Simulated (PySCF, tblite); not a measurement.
# C4H13BN2Si: geometry, infrared bands and NMR shifts

What infrared bands and NMR shifts should C4H13BN2Si (`C#C[B@@H-](CN[SiH3])[NH2+]C`) show?

Programs: tblite 0.8.0 and PySCF 2.14.0, with density-fitted response routines of our own. Each step states its level of theory. These are calculated values for one molecule in the gas phase, unless marked as measured. Atoms count from 0, in the outputs and in this text.

### 1 Starting geometry

21 atoms, charge 0, multiplicity 1; geometry from: force field or distance geometry start.

Bonds of the start (Å): C0–C1 1.19, C1–B2 1.52, B2–C3 1.56, C3–N4 1.43, N4–Si5 1.81, B2–N6 1.55, N6–C7 1.44, C0–H8 1.07, B2–H9 1.21, C3–H10 1.12, C3–H11 1.10, N4–H12 1.06, Si5–H13 1.48, Si5–H14 1.44, Si5–H15 1.50, N6–H16 1.05, N6–H17 1.04, C7–H18 1.12, C7–H19 1.12, C7–H20 1.12.

### 2 Geometry optimisation with GFN2-xTB

Job settings and geometry (Å):

```
{"job": {"kind": "relax", "xc": "GFN2-xTB", "basis": "xTB"}, "charge": 0, "multiplicity": 1}
C     -1.692900    -2.298300     0.931400
C     -1.223600    -1.214900     0.786800
B     -0.601600     0.168800     0.646700
C      0.947400     0.215800     0.460700
N      1.526100    -0.836100    -0.307800
Si     3.300800    -0.496500    -0.312900
N     -1.224100     0.938900    -0.551800
C     -2.596600     1.255300    -0.246600
H     -2.141800    -3.258500     1.064400
H     -0.866000     0.834300     1.623600
H      1.458300     0.193900     1.455900
H      1.197700     1.180000    -0.013000
H      1.343200    -1.803700     0.085800
H      3.591400     0.369300    -1.472600
H      4.064300    -1.721600    -0.290900
H      3.561600     0.344300     0.896500
H     -0.668500     1.820000    -0.674000
H     -1.154300     0.320500    -1.382400
H     -3.099600     0.417500     0.294700
H     -3.111100     1.406600    -1.224800
H     -2.619300     2.181200     0.384700
```

On the command line:

```sh
OMP_NUM_THREADS=1 python probes_run.py task.json out
```

One launch serves the whole session: the jobs run in the order shown.

**Question.** This job is followed by: GFN2-xTB harmonic vibrations, gas phase; GIAO PBE0/pcSseg-1 NMR shielding, non-relativistic, gas phase. Predict these results of the whole session: strongest single infrared mode (GFN2-xTB); zero-point energy (GFN2-xTB); 13C shifts against TMS (PBE0/pcSseg-1); 1H shifts against TMS (PBE0/pcSseg-1, means over atoms taken as alike); 11B shifts against BF3·OEt2 (PBE0/pcSseg-1); 15N shifts against NH3 (PBE0/pcSseg-1); 29Si shifts against TMS (PBE0/pcSseg-1).

As calculated:

| quantity | value |
| --- | --- |
| strongest single infrared mode (GFN2-xTB) | 2182 cm⁻¹, 483 km/mol |
| zero-point energy (GFN2-xTB) | 104.1 kcal/mol |
| 13C shifts against TMS (PBE0/pcSseg-1) | 102.2, 92.9, 41.4, 30.6 ppm |
| 1H shifts against TMS (PBE0/pcSseg-1, means over atoms taken as alike) | 5.98, 4.62, 2.83, 2.66, 2.42, 1.91, 1.64, 1.55, 0.38 ppm |
| 11B shifts against BF3·OEt2 (PBE0/pcSseg-1) | -21.1 ppm |
| 15N shifts against NH3 (PBE0/pcSseg-1) | 47.5, 18.5 ppm |
| 29Si shifts against TMS (PBE0/pcSseg-1) | -54.0 ppm |

**Reading.** Over 145 steps the energy fell by 1.148 eV; of the close pairs, N4–Si5 changed most, 1.807 to 1.714 Å. No mode is imaginary among the 57: a minimum at this level. The strongest single mode, at 2182 cm⁻¹, moves mainly H15. GFN2-xTB is a fitted tight-binding method: band positions and strengths are rough. Its intensities can rank the bands wrongly. At PBE0/pcSseg-1: The widest tensor belongs to C1: span 312 ppm, with a paramagnetic part of -175 ppm.
